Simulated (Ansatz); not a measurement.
Predict the output of the script below (Ansatz 0.2.0 through its Python package).

The script, `run_bde.py`:
```python
"""X-H bond energies of CH7SSbSi without relaxation."""

from dataclasses import dataclass

import ansatz as az


@dataclass
class Settings:
    basis_set: str = "def2-TZVP"
    xc: str = "B3LYP"
    vdw: str = "d3bj"


settings = Settings()


def single_point(molecule, charge=0, unpaired=0):
    calc = (
        molecule.calculation()
        .basis(gaussian=settings.basis_set)
        .functional(settings.xc, dispersion=settings.vdw)
    )
    if charge:
        calc = calc.charge(charge)
    if unpaired:
        calc = calc.spin("collinear", total=unpaired)
    report = calc.run(threads=1, pin="off").report
    if report["published_state_doubts"]:
        print("  doubts:", report["published_state_doubts"])
    return report["free_energy_ev"]

def without(molecule, index):
    rest = az.Crystal.molecule()
    for i, site in enumerate(molecule.cartesian_sites):
        if i != index:
            rest = rest.atom(site.symbol, site.position_ang)
    return rest

geometry_ang = [
    ("C", (-0.6805, 1.9736, 0.3924)),
    ("Si", (-0.5521, 0.2275, -0.1223)),
    ("S", (1.5021, -0.244, -0.3375)),
    ("Sb", (1.1131, -2.554, -0.9518)),
    ("H", (-0.2129, 2.1766, 1.332)),
    ("H", (-0.2741, 2.6836, -0.3966)),
    ("H", (-1.7784, 2.2678, 0.4895)),
    ("H", (-1.192, 0.0306, -1.4126)),
    ("H", (-1.1482, -0.6111, 0.9506)),
    ("H", (2.7122, -3.0441, -0.6498)),
    ("H", (0.576, -2.9636, 0.7267)),
]
ch7ssbsi = az.Crystal.molecule()
for symbol, xyz in geometry_ang:
    ch7ssbsi = ch7ssbsi.atom(symbol, xyz)

whole = single_point(ch7ssbsi, 0)
hydrogen = single_point(az.Crystal.molecule().atom("H", (0, 0, 0)), 0, 1)
print(f"E(molecule) = {whole:.5f} eV, E(H) = {hydrogen:.5f} eV")
for index in [6, 8, 10]:
    radical = single_point(without(ch7ssbsi, index), 0, 1)
    print(f"H{index}: homolysis {(radical + hydrogen - whole):.3f} eV")
    anion = single_point(without(ch7ssbsi, index), -1)
    print(f"H{index}: loss of a proton {(anion - whole):.3f} eV")
```

```console
$ python run_bde.py
E(molecule) = -26407.96623 eV, E(H) = -13.66431 eV
H6: homolysis 4.830 eV
H6: loss of a proton 17.019 eV
H8: homolysis 4.046 eV
H8: loss of a proton 16.991 eV
H10: homolysis 2.794 eV
H10: loss of a proton 15.181 eV
```

Notes:
- Total energies depend on the basis set; only differences at equal settings carry meaning.
- The geometry is a force-field or estimated start, not a minimum of this method, and the basis set is short of its limit. All parts are taken at fixed geometry, without zero-point energy.
- def2 sets replace the cores of elements past krypton by effective core potentials.
- b3lyp holds the VWN-RPA fit, as in Gaussian; the form of ORCA and Turbomole is b3lyp5.
- The spin-orbit lowering of heavy atoms is left out.
- Anions want diffuse functions, which this basis lacks.
- Wall time of the script: 99 s on 1 thread of Arm Neoverse V2 (shared host), peak memory 0.69 GiB.
